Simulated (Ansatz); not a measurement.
# C2H6BF2N: two geometries relaxed

Are the two ends of the shift of H12 from N5 to B2 separate minima, and which lies lower? Each is relaxed from a guess. SMILES of the start: CB(F)C(N)F.

Program: Ansatz 0.2.0. Level of theory: RKS B3LYP-D4/6-31G*. These are calculated values, not measurements.

## Step 1: The system as given

Bond lengths: C1–B2 1.583 Å, B2–F3 1.414 Å, B2–C4 1.590 Å, C4–N5 1.504 Å, C4–F6 1.326 Å, C1–H7 1.072 Å, C1–H8 1.086 Å, C1–H9 1.189 Å, C4–H10 1.166 Å, N5–H11 1.022 Å, N5–H12 1.033 Å. Angles (14 of 18 angles, heavy atoms first): C1–B2–F3 117.6°, C1–B2–C4 125.5°, F3–B2–C4 116.9°, B2–C4–N5 109.1°, B2–C4–F6 113.5°, N5–C4–F6 111.4°, B2–C1–H7 111.6°, B2–C1–H8 108.2°, B2–C1–H9 106.6°, B2–C4–H10 106.0°, N5–C4–H10 106.7°, F6–C4–H10 109.8°, C4–N5–H11 106.2°, C4–N5–H12 108.5°.

Coordinates:

```xyz
12

C    -0.3943   -0.9834    1.3601
B     0.6769   -0.0787    0.6263
F     1.9996   -0.0941    1.1260
C     0.3871    0.8723   -0.6143
N    -0.1476    0.0475   -1.7531
F     1.4381    1.5897   -0.9878
H     0.0252   -1.4801    2.2128
H    -0.8295   -1.6557    0.6271
H    -1.2445   -0.2515    1.7551
H    -0.4761    1.5813   -0.2801
H    -0.2675    0.6891   -2.5390
H    -1.0903   -0.2914   -1.4991
```

## Step 2: Relaxing end A

Input file input.yaml:

```yaml
crystal:
  periodic: [false, false, false]
  atoms:
    - { symbol: C, position_ang: [-0.3943, -0.9834, 1.3601] }
    - { symbol: B, position_ang: [0.6769, -0.0787, 0.6263] }
    - { symbol: F, position_ang: [1.9996, -0.0941, 1.126] }
    - { symbol: C, position_ang: [0.3871, 0.8723, -0.6143] }
    - { symbol: "N", position_ang: [-0.1476, 0.0475, -1.7531] }
    - { symbol: F, position_ang: [1.4381, 1.5897, -0.9878] }
    - { symbol: H, position_ang: [0.0252, -1.4801, 2.2128] }
    - { symbol: H, position_ang: [-0.8295, -1.6557, 0.6271] }
    - { symbol: H, position_ang: [-1.2445, -0.2515, 1.7551] }
    - { symbol: H, position_ang: [-0.4761, 1.5813, -0.2801] }
    - { symbol: H, position_ang: [-0.2675, 0.6891, -2.539] }
    - { symbol: H, position_ang: [-1.0903, -0.2914, -1.4991] }
basis:
  gaussian: { orbitals: "6-31G*" }
hamiltonian:
  xc: b3lyp
  dispersion: d4
relax:
  f_tol: 0.02
  max_steps: 50
```

On the command line:

```sh
$ ansatz run input.yaml --threads 2 --pin off --max-ram 3072MiB --backend cpu --events-out ev --progress --plain --runs-dir out
```

Log, shortened:

```text
Warning: RAYON_NUM_THREADS=2 ignored (pool sized by the plan → 2); use --threads N
[...]
Functional definition: B3LYP
[...]
1136 factors; integrals over basis functions are off by at most 3.9e-4 eV
[...]
mean field -9772.67415492 eV, -359.1391510370 hartree, gradient 5.2e-5 eV, S^2 0.000000; 0 other end points of the search recorded, 0 dependent functions left out
[...]
reference -9772.67434323 eV, -359.1391579571 hartree; 24, 24 occupied and 78, 78 virtual orbitals, 1136 factors
relax step   1: F+E_penalty+E_count = -9772.99680320 eV  Δ(F+E_penalty+E_count) = +0.000e0 eV  max|allowed force component| = 3.676e0 eV/Å  Δτ_max = 0.0000 Å  (25 SCF iters, accepted)
[...]
relax step   4: F+E_penalty+E_count = -9773.47848159 eV  Δ(F+E_penalty+E_count) = -1.311e-2 eV  max|allowed force component| = 2.811e-1 eV/Å  Δτ_max = 0.0542 Å  (25 SCF iters, accepted)
[...]
relax step   7: F+E_penalty+E_count = -9773.49950448 eV  Δ(F+E_penalty+E_count) = -3.958e-3 eV  max|allowed force component| = 3.664e-1 eV/Å  Δτ_max = 0.0818 Å  (25 SCF iters, accepted)
[...]
relax step  10: F+E_penalty+E_count = -9773.52026145 eV  Δ(F+E_penalty+E_count) = -8.862e-3 eV  max|allowed force component| = 1.660e-1 eV/Å  Δτ_max = 0.1252 Å  (27 SCF iters, accepted)
[...]
relax step  13: F+E_penalty+E_count = -9773.52474633 eV  Δ(F+E_penalty+E_count) = -4.485e-3 eV  max|allowed force component| = 2.948e-2 eV/Å  Δτ_max = 0.0477 Å  (25 SCF iters, accepted)
[...]
relax step  14: F+E_penalty+E_count = -9773.52728022 eV  Δ(F+E_penalty+E_count) = -2.534e-3 eV  max|allowed force component| = 6.982e-2 eV/Å  Δτ_max = 0.0736 Å  (25 SCF iters, accepted)
[...]
relax step  15: F+E_penalty+E_count = -9773.52849832 eV  Δ(F+E_penalty+E_count) = -1.218e-3 eV  max|allowed force component| = 1.463e-1 eV/Å  Δτ_max = 0.0668 Å  (25 SCF iters, accepted)
[...]
1136 factors; integrals over basis functions are off by at most 3.9e-4 eV
mean field -9773.20340286 eV, -359.1586005399 hartree, gradient 7.4e-5 eV, S^2 0.000000; 0 other end points of the search recorded, 0 dependent functions left out
[...]
reference -9773.20359102 eV, -359.1586074545 hartree; 24, 24 occupied and 78, 78 virtual orbitals, 1136 factors
```

## Step 3: The log goes on: end point A relaxed

Output, continued, shortened:

```text
relax step  16: F+E_penalty+E_count = -9773.52982617 eV  Δ(F+E_penalty+E_count) = -1.328e-3 eV  max|allowed force component| = 1.042e-1 eV/Å  Δτ_max = 0.0240 Å  (26 SCF iters, accepted)
[...]
relax step  19: F+E_penalty+E_count = -9773.53286103 eV  Δ(F+E_penalty+E_count) = -1.278e-3 eV  max|allowed force component| = 5.474e-2 eV/Å  Δτ_max = 0.0216 Å  (26 SCF iters, accepted)
[...]
relax step  22: F+E_penalty+E_count = -9773.53456918 eV  Δ(F+E_penalty+E_count) = -5.886e-4 eV  max|allowed force component| = 3.947e-2 eV/Å  Δτ_max = 0.0450 Å  (25 SCF iters, accepted)
[...]
relax step  25: F+E_penalty+E_count = -9773.53505491 eV  Δ(F+E_penalty+E_count) = -2.889e-4 eV  max|allowed force component| = 4.099e-2 eV/Å  Δτ_max = 0.0107 Å  (23 SCF iters, accepted)
[...]
Atom 2 at     1.947373    -0.241251     1.028827 Å, force    -0.019424    -0.000056    -0.006195 eV/Å
Atom 3 at     0.429569     0.904884    -0.612114 Å, force     0.005242     0.006828     0.006851 eV/Å
Atom 4 at    -0.310101     0.325741    -1.679485 Å, force    -0.008178    -0.013962    -0.008070 eV/Å
Atom 5 at     1.661632     1.426699    -1.071210 Å, force    -0.008157    -0.004746     0.002728 eV/Å
Atom 6 at    -0.289924    -1.003886     2.369280 Å, force     0.000387     0.000080     0.000006 eV/Å
Atom 7 at    -0.446049    -1.940718     0.893916 Å, force     0.000772     0.001531     0.001424 eV/Å
Atom 8 at    -1.447649    -0.503618     1.104744 Å, force     0.001427    -0.000738     0.000101 eV/Å
Atom 9 at    -0.111934     1.779399    -0.210878 Å, force     0.002745    -0.006076    -0.004281 eV/Å
Atom 10 at    -1.077890     0.864779    -2.053548 Å, force     0.003281    -0.003744     0.003499 eV/Å
Atom 11 at    -0.528104    -0.658493    -1.620472 Å, force     0.005199     0.019958     0.001710 eV/Å
Dipole moment:    -0.738533    -0.223527     0.152404 e Å
```

Wall time 62 s (2 threads of Arm Neoverse V2, shared host); peak memory 0.22 GiB.

The steps of the relaxation:

```
step  energy from step 1 (eV)  largest force component (eV/Å)
   1                   0.0000                          3.6762
   2                  -0.3782                          1.6868
   3                  -0.4686                          0.4279
   4                  -0.4817                          0.2811
   5                  -0.4915                          0.1648
   6                  -0.4987                          0.1894
   7                  -0.5027                          0.3664
   8                  -0.5074                          0.1997
   9                  -0.5146                          0.2402
  10                  -0.5235                          0.1660
 11x                  -0.5039                          0.8571
 12x                  -0.5224                          0.2926
  13                  -0.5279                          0.0295
  14                  -0.5305                          0.0698
  15                  -0.5317                          0.1463
  16                  -0.5330                          0.1042
  17                  -0.5347                          0.0704
  18                  -0.5348                          0.1163
  19                  -0.5361                          0.0547
  20                  -0.5367                          0.0914
  21                  -0.5372                          0.0510
  22                  -0.5378                          0.0395
  23                  -0.5380                          0.0825
 24x                  -0.5372                          0.1704
  25                  -0.5383                          0.0410
  26                  -0.5383                          0.0372
  27                  -0.5385                          0.0292
  28                  -0.5385                          0.0200
```

Step 1 is the start. 3 steps were tried and not accepted (marked x).

After: Bond lengths: C1–B2 1.569 Å, B2–F3 1.329 Å, B2–C4 1.592 Å, C4–N5 1.422 Å, C4–F6 1.415 Å, C1–H7 1.096 Å, C1–H8 1.101 Å, C1–H9 1.095 Å, C4–H10 1.104 Å, N5–H11 1.010 Å, N5–H12 1.010 Å. Angles (14 of 18 angles, heavy atoms first): C1–B2–F3 119.1°, C1–B2–C4 122.6°, F3–B2–C4 118.3°, B2–C4–N5 113.7°, B2–C4–F6 109.3°, N5–C4–F6 111.1°, B2–C1–H7 111.9°, B2–C1–H8 109.0°, B2–C1–H9 113.5°, B2–C4–H10 107.8°, N5–C4–H10 109.9°, F6–C4–H10 104.7°, C4–N5–H11 117.1°, C4–N5–H12 117.7°.

## Step 4: End point B

The second end starts from a geometry with the move made by hand.

input.yaml, as its differences from that of step 2:

```diff
@@ -14,3 +14,3 @@
     - { symbol: H, position_ang: [-0.2675, 0.6891, -2.539] }
-    - { symbol: H, position_ang: [-1.0903, -0.2914, -1.4991] }
+    - { symbol: H, position_ang: [-0.28304, -0.2539, -0.01924] }
 basis:
```

On the command line:

```sh
$ ansatz run input.yaml --threads 2 --pin off --max-ram 3072MiB --backend cpu --events-out ev --progress --plain --runs-dir out
```

Log, shortened:

```text
Warning: RAYON_NUM_THREADS=2 ignored (pool sized by the plan → 2); use --threads N
[...]
Functional definition: B3LYP
[...]
1134 factors; integrals over basis functions are off by at most 3.8e-4 eV
[...]
mean field -9766.54145140 eV, -358.9137783395 hartree, gradient 8.4e-5 eV, S^2 0.000000; 0 other end points of the search recorded, 0 dependent functions left out
[...]
reference -9766.54163616 eV, -358.9137851292 hartree; 24, 24 occupied and 78, 78 virtual orbitals, 1134 factors
relax step   1: F+E_penalty+E_count = -9766.87006125 eV  Δ(F+E_penalty+E_count) = +0.000e0 eV  max|allowed force component| = 5.087e0 eV/Å  Δτ_max = 0.0000 Å  (31 SCF iters, accepted)
[...]
relax step   5: F+E_penalty+E_count = -9772.25710449 eV  Δ(F+E_penalty+E_count) = -1.343e0 eV  max|allowed force component| = 3.218e0 eV/Å  Δτ_max = 0.1953 Å  (29 SCF iters, accepted)
[...]
relax step   9: F+E_penalty+E_count = -9773.46575610 eV  Δ(F+E_penalty+E_count) = -4.836e-2 eV  max|allowed force component| = 6.139e-1 eV/Å  Δτ_max = 0.1999 Å  (27 SCF iters, accepted)
[...]
relax step  13: F+E_penalty+E_count = -9773.50350020 eV  Δ(F+E_penalty+E_count) = -2.310e-3 eV  max|allowed force component| = 3.454e-1 eV/Å  Δτ_max = 0.1932 Å  (27 SCF iters, accepted)
[...]
relax step  16: F+E_penalty+E_count = -9773.49584666 eV  Δ(F+E_penalty+E_count) = +2.431e-2 eV  max|allowed force component| = 1.254e0 eV/Å  Δτ_max = 0.1969 Å  (27 SCF iters, rejected (line search))
[...]
relax step  17: F+E_penalty+E_count = -9773.52672532 eV  Δ(F+E_penalty+E_count) = -6.565e-3 eV  max|allowed force component| = 6.571e-2 eV/Å  Δτ_max = 0.0984 Å  (27 SCF iters, accepted)
[...]
1134 factors; integrals over basis functions are off by at most 4.0e-4 eV
[...]
```

## Step 5: The log goes on: end point B relaxed

The log, continued, shortened:

```text
mean field -9773.20285239 eV, -359.1585803104 hartree, gradient 7.5e-5 eV, S^2 0.000000; 0 other end points of the search recorded, 0 dependent functions left out
[...]
reference -9773.20304085 eV, -359.1585872362 hartree; 24, 24 occupied and 78, 78 virtual orbitals, 1134 factors
relax step  18: F+E_penalty+E_count = -9773.52904657 eV  Δ(F+E_penalty+E_count) = -2.321e-3 eV  max|allowed force component| = 2.046e-1 eV/Å  Δτ_max = 0.0975 Å  (25 SCF iters, accepted)
[...]
relax step  21: F+E_penalty+E_count = -9773.53400153 eV  Δ(F+E_penalty+E_count) = -1.281e-3 eV  max|allowed force component| = 3.118e-2 eV/Å  Δτ_max = 0.0348 Å  (25 SCF iters, accepted)
[...]
relax step  24: F+E_penalty+E_count = -9773.53417405 eV  Δ(F+E_penalty+E_count) = +2.662e-4 eV  max|allowed force component| = 8.029e-2 eV/Å  Δτ_max = 0.0473 Å  (25 SCF iters, rejected (line search))
[...]
Atom 2 at     2.002945    -0.133739     1.204336 Å, force    -0.010570    -0.000488    -0.003366 eV/Å
Atom 3 at     0.489139     0.900566    -0.509646 Å, force     0.001559     0.004549     0.005941 eV/Å
Atom 4 at    -0.245674     0.282874    -1.559674 Å, force    -0.000743     0.008330    -0.000302 eV/Å
Atom 5 at     1.719400     1.410410    -0.985171 Å, force    -0.003548    -0.001630     0.002076 eV/Å
Atom 6 at    -0.222489    -0.977699     2.502851 Å, force     0.000081     0.001661    -0.009133 eV/Å
Atom 7 at    -0.329938    -1.931853     1.033345 Å, force     0.001277     0.012617     0.003603 eV/Å
Atom 8 at    -1.377274    -0.524525     1.217631 Å, force     0.004962     0.000079     0.000191 eV/Å
Atom 9 at    -0.053297     1.787367    -0.136239 Å, force     0.001248    -0.005609    -0.004214 eV/Å
Atom 10 at    -1.004173     0.816290    -1.960434 Å, force    -0.000280    -0.000198     0.000487 eV/Å
Atom 11 at    -0.488419    -0.690292    -1.445681 Å, force     0.001295    -0.007011     0.000651 eV/Å
Dipole moment:    -0.738519    -0.222784     0.161188 e Å
```

It took 65 s on 2 threads of Arm Neoverse V2, shared host; peak memory 0.22 GiB.

Step by step:

```
step  energy from step 1 (eV)  largest force component (eV/Å)
   1                   0.0000                          5.0867
   2                  -1.3351                          3.7028
   3                  -2.6007                          4.5123
   4                  -4.0442                          5.3324
   5                  -5.3870                          3.2181
   6                  -6.1279                          1.2681
   7                  -6.4286                          1.2851
   8                  -6.5473                          0.6560
   9                  -6.5957                          0.6139
  10                  -6.6250                          0.2476
  11                  -6.6287                          0.0914
  12                  -6.6311                          0.1206
  13                  -6.6334                          0.3454
  14                  -6.6405                          0.1201
  15                  -6.6501                          0.1587
 16x                  -6.6258                          1.2539
  17                  -6.6567                          0.0657
  18                  -6.6590                          0.2046
  19                  -6.6615                          0.0849
  20                  -6.6627                          0.1636
  21                  -6.6639                          0.0312
 22x                  -6.6638                          0.0796
  23                  -6.6644                          0.0190
 24x                  -6.6641                          0.0803
  25                  -6.6646                          0.0184
  26                  -6.6647                          0.0360
  27                  -6.6648                          0.0346
  28                  -6.6650                          0.0226
  29                  -6.6651                          0.0126
```

Step 1 is the start. 3 steps were tried and not accepted (marked x).

After: Bond lengths: C1–B2 1.569 Å, B2–F3 1.329 Å, B2–C4 1.592 Å, C4–N5 1.423 Å, C4–F6 1.414 Å, C1–H7 1.096 Å, C1–H8 1.102 Å, C1–H9 1.095 Å, C4–H10 1.105 Å, N5–H11 1.010 Å, N5–H12 1.009 Å. Angles (14 of 18 angles, heavy atoms first): C1–B2–F3 119.1°, C1–B2–C4 122.7°, F3–B2–C4 118.2°, B2–C4–N5 113.8°, B2–C4–F6 109.2°, N5–C4–F6 111.0°, B2–C1–H7 112.0°, B2–C1–H8 109.0°, B2–C1–H9 113.5°, B2–C4–H10 107.6°, N5–C4–H10 110.1°, F6–C4–H10 104.6°, C4–N5–H11 116.8°, C4–N5–H12 117.4°.

Pairs that crossed the distance rule for bonds on the way: came closer N5–H12; moved apart B2–H12.

## Step 6: Summary of results

```
                           quantity                     value
                              end A  24 moves, 0.538 eV lower
                              end B  25 moves, 6.665 eV lower
largest difference between the ends                    0.07 Å
            end B relative to end A                 +0.000 eV
```

What this shows: Both starts fell into the same minimum (no atom differs by more than 0.07 Å), so from this start no second minimum was found and no band was run; another arrangement could still be one.
